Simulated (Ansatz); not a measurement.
# C₂H₆ClGaO: a ladder of functionals and wavefunction methods

The task here is to estimate one member of a computed series from the others.

Computed with Ansatz 0.2.0, Gaussian basis. Level: functionals in def2-TZVPP, the program's frozen cores in correlated methods.

The runs, in order: PBE-D4, r2SCAN-D4, PBE0-D4, B3LYP-D4, ωB97X-V, ωB97M-V, B2PLYP; CCSD(T)/def2-TZVPP; MP2/def2-QZVPP; extrapolation to the limit.

## Structure used throughout

An earlier PBE0-D4 in a triple-zeta def2 set relaxation fixed the geometry.

SMILES `[CH3][Ga]([OH])[CH2]Cl`, 11 atoms, charge 0, spin multiplicity 1.

Atoms are counted from 1 here; the program's logs count them from 0.

Bond lengths: C1–Ga2 1.950 Å, C1–H6 1.093 Å, C1–H7 1.092 Å, C1–H8 1.090 Å, Ga2–O3 1.792 Å, Ga2–C4 1.985 Å, O3–H9 0.959 Å, C4–Cl5 1.803 Å, C4–H10 1.089 Å, C4–H11 1.089 Å. Angles: Ga2–C1–H6 110.5°, Ga2–C1–H7 110.4°, Ga2–C1–H8 110.3°, H6–C1–H7 107.7°, H6–C1–H8 108.7°, H7–C1–H8 109.2°, C1–Ga2–O3 116.3°, C1–Ga2–C4 126.8°, O3–Ga2–C4 116.8°, Ga2–O3–H9 114.9°, Ga2–C4–Cl5 102.3°, Ga2–C4–H10 115.3°, Ga2–C4–H11 115.2°, Cl5–C4–H10 107.0°, Cl5–C4–H11 106.9°, H10–C4–H11 109.2°.

Set-up of the first run:

File in.yaml:

```yaml
crystal:
  periodic: [false, false, false]
  atoms:
    - {symbol: C, position_ang: [-1.329819, 1.241277, -0.534952]}
    - {symbol: Ga, position_ang: [0.105115, -0.071976, -0.398719]}
    - {symbol: O, position_ang: [1.153876, -0.254324, -1.840899]}
    - {symbol: C, position_ang: [0.586958, -1.145595, 1.200011]}
    - {symbol: Cl, position_ang: [1.525434, 0.035474, 2.188275]}
    - {symbol: H, position_ang: [-2.302176, 0.743749, -0.562683]}
    - {symbol: H, position_ang: [-1.321070, 1.905685, 0.331237]}
    - {symbol: H, position_ang: [-1.215111, 1.833759, -1.442823]}
    - {symbol: H, position_ang: [1.873457, -0.879777, -1.739572]}
    - {symbol: H, position_ang: [1.242112, -1.994025, 1.010386]}
    - {symbol: H, position_ang: [-0.253474, -1.471246, 1.810438]}
basis:
  gaussian: {orbitals: def2-TZVPP}
hamiltonian: {xc: pbe, dispersion: d4}
output: {forces: true, orbitals: {seedname: orbitals}}
```

Command:

```sh
$ ansatz run in.yaml --threads 4 --pin off --events-out ev --progress --plain --max-ram 10444MiB
```

Steps of the session up to this table: PBE-D4 (GGA); r2SCAN-D4 (meta-GGA); PBE0-D4 (hybrid); B3LYP-D4 (hybrid); ωB97X-V (range-separated); ωB97M-V (range-separated); B2PLYP (double hybrid); CCSD(T) in def2-TZVPP; MP2 in def2-QZVPP.

One table of the session follows, with a row left open; its other results are not shown here.

It belongs to the step «Atomisation energies». 

```
            method  atomisation energy (kcal/mol)
            PBE-D4                          930.3
         r2SCAN-D4                          918.7
           PBE0-D4                          914.8
          B3LYP-D4                          908.2
           ωB97X-V                          916.4
           ωB97M-V                          915.3
            B2PLYP                              ?
     HF/def2-TZVPP                          660.2
    MP2/def2-TZVPP                          914.9
   CCSD/def2-TZVPP                          883.0
CCSD(T)/def2-TZVPP                          897.4
           MP2/CBS                          937.0
       CCSD(T)/CBS                          919.5
```

**Question.** Estimate the row for B2PLYP.

The run gave: atomisation energy (kcal/mol): 903.3. In the column «atomisation energy (kcal/mol)» it lies between CCSD(T)/def2-TZVPP (897.4) and B3LYP-D4 (908.2).
